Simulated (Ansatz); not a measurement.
The system is TaAs.

```xyz
4
Lattice="-1.7218 1.7218 5.8679 1.7218 -1.7218 5.8679 1.7218 1.7218 -5.8679" Properties=species:S:1:pos:R:3 pbc="T T T"
Ta    0.0000    0.0000    5.8676
Ta    1.7218    0.0000    2.9336
As    0.0000    0.0000    0.9698
As    0.0000    1.7218    3.9037
```

The cell is a database's computed one.

Base run:

| Item | Value |
| --- | --- |
| Program | Ansatz 0.2.0 |
| Functional | PBEsol |
| Potentials or basis | all-electron PAW datasets made for the crystal |
| Cutoff | 420 eV (chosen from the basis error) |
| k mesh | 11 × 11 × 11 |
| Occupations | fermi-dirac, width 0.05 eV |
| Spin | no spin polarisation |

Its results: pressure -3.8 GPa; largest force 0.022 eV/Å.

Task: After a change of settings the same cell gave: pressure 3.1 GPa; largest force 0.099 eV/Å. Which change was it?
A. potentials or basis from all-electron PAW datasets made for the crystal to all-electron LAPW, non-relativistic; cutoff from 420 eV (chosen from the basis error) to 269 eV (chosen from the basis error)
B. potentials or basis from all-electron PAW datasets made for the crystal to all-electron LAPW, scalar-relativistic; cutoff from 420 eV (chosen from the basis error) to 272 eV (chosen from the basis error)
C. potentials or basis from all-electron PAW datasets made for the crystal to all-electron LAPW, inner shells corrected to Dirac's equation; cutoff from 420 eV (chosen from the basis error) to 272 eV (chosen from the basis error)

Result: A.

Caveats: relativity is left out, which matters for the heavier elements (some runs).

The runs don't all hold the same shells in valence.
